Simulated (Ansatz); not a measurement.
# NaMgF3: properties at the relaxed cell

An exercise on one series of results from a longer session: the logs are not shown, and one member is left open.

The COD cell was measured well above room temperature, so it is larger than a cold one.

Program: Ansatz 0.2.0. Level of theory: DFT PBEsol, scalar-relativistic, plane waves, PAW. These are calculated values, not measurements.

## The starting structure

Symmetry: Pm-3m, No. 221, cubic system. The conventional cell has a = 3.907 Å, b = 3.907 Å, c = 3.907 Å, α = 90.00°, β = 90.00°, γ = 90.00°. Around Na (site symmetry m-3m) lie 12 F at 2.76 Å. Around Mg (site symmetry m-3m) lie 6 F at 1.95 Å. Around F (site symmetry 4/mmm) lie 2 Mg at 1.95 Å and 4 Na at 2.76 Å.

As a file:

```
Na Mg F
1.0
     3.90666    0.00000    0.00000
     0.00000    3.90666    0.00000
     0.00000    0.00000    3.90666
Na Mg F
1 1 3
Direct
  0.00000 0.00000 0.00000
  0.50000 0.50000 0.50000
  0.50000 0.50000 0.00000
  0.00000 0.50000 0.50000
  0.50000 0.00000 0.50000
```

This cell was relaxed beforehand with the same method: volume 11.92 Å³/atom, gap on the mesh 5.99 eV.

Set-up of the first run:

Contents of input.yaml:

```yaml
crystal:
  lattice:
    - [3.8671947542, 0.0, 0.0]
    - [0.0, 3.8671947542, 0.0]
    - [0.0, 0.0, 3.8671947542]
  atoms:
    - { symbol: Na, position: [0.0, 0.0, 0.0] }
    - { symbol: Mg, position: [0.5, 0.5, 0.5] }
    - { symbol: F, position: [0.5, 0.5, 0.0] }
    - { symbol: F, position: [0.0, 0.5, 0.5] }
    - { symbol: F, position: [0.5, 0.0, 0.5] }
basis:
  ecutwfc: 420
kpoints:
  mp_grid: { grid: [6, 6, 6] }
hamiltonian:
  xc: pbesol
scf:
  occupations: { method: gaussian, width: 0.02 }
output:
  forces: true
  stress: true
  eigenvalues: true
```

Started as:

```sh
ansatz run input.yaml --threads 1 --pin off --max-ram 2560MiB --backend cpu --events-out ev --progress --plain --runs-dir out
```

Steps of the session up to this table: Point at V/V0 = 0.97; Volume × 1.03; Volume × 0.94; Point at V/V0 = 1.06; The cell scaled to 0.91 of its volume; Point at V/V0 = 1.10; Point at V/V0 = 0.88.

One of the session's tables, all rows but one given; the rest of the session is left out.

It belongs to the step «Energy against volume». 

```
volume (Å³/atom)  energy above the lowest point (meV/atom)  pressure (GPa)  gap on the mesh (eV)
          10.494                                      50.1           12.51                  6.61
          10.851                                      26.7            8.59                  6.45
          11.209                                      11.2            5.26                  6.29
          11.567                                         ?               ?                     ?
          11.925                                       0.0            0.03                  5.99
          12.282                                       2.4           -2.03                  5.86
          12.640                                       8.9           -3.77                  5.73
          13.117                                      23.1           -5.71                  5.58
```

Q: Estimate the row for volume (Å³/atom) = 11.567 from the others.

Worked estimate for «energy above the lowest point (meV/atom)». A straight line through the neighbours (11.209, 11.2) and (11.925, 0.0) gives 11.2 + (0.0 − 11.2) × (11.567 − 11.209) / (11.925 − 11.209) = 5.6; a parabola fitted to 4 rows on both sides gives 2.6.

As computed: energy above the lowest point (meV/atom): 2.8; pressure (GPa): 2.43; gap on the mesh (eV): 6.14. In «energy above the lowest point (meV/atom)» the line misses by +2.8 and the parabola by -0.2.
